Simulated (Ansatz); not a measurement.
Crystal: Hf2Pd2Se2Br2O3.

```
CELL_PARAMETERS angstrom
5.75899 0.00000 0.00000
-2.87949 4.98743 0.00000
0.00000 0.00000 8.52547
ATOMIC_POSITIONS crystal
Hf 0.33333 0.66667 0.54201
Hf 0.66667 0.33333 0.54201
Pd 0.33333 0.66667 0.12880
Pd 0.66667 0.33333 0.12880
Se 0.33333 0.66667 0.85572
Se 0.66667 0.33333 0.85572
Br 0.00000 0.00000 0.13895
Br 0.00000 0.00000 0.65384
O 0.50000 0.00000 0.42963
O 0.00000 0.50000 0.42963
O 0.50000 0.50000 0.42963
```

The cell was built by a generator and needn't be a form met in nature.

Base run:

| Quantity | Value |
| --- | --- |
| Program | Ansatz 0.2.0 |
| Functional | PBE |
| Potentials or basis | Ansatz PAW |
| Cutoff | 420 eV (not typed: the program's choice for these potentials) |
| k mesh | 6 × 6 × 3 |
| Occupations | fermi-dirac, width 0.05 eV |
| Spin | no spin polarisation |

Its results: band gap on the k mesh none (metal or under the smearing width); pressure -0.1 GPa; largest force 0.079 eV/Å.

Q: The run is repeated on the same cell with these changes: functional from PBE to HSE03; k mesh from 6 × 6 × 3 to 3 × 3 × 2. What comes out?

A: Band gap on the k mesh none (metal or under the smearing width); pressure -1.9 GPa; largest force 0.645 eV/Å.

Several settings changed at once, so the effect can't be laid on one alone.

Caveats: some runs use coarse meshes; spin-orbit coupling is left out, which moves the levels of the heavy elements (some runs); the PAW data sets come from PBE, with cores solved anew for the run's functional, which leaves a small shift of forces and pressure (some runs); the thresholds are loose for stress (some runs).
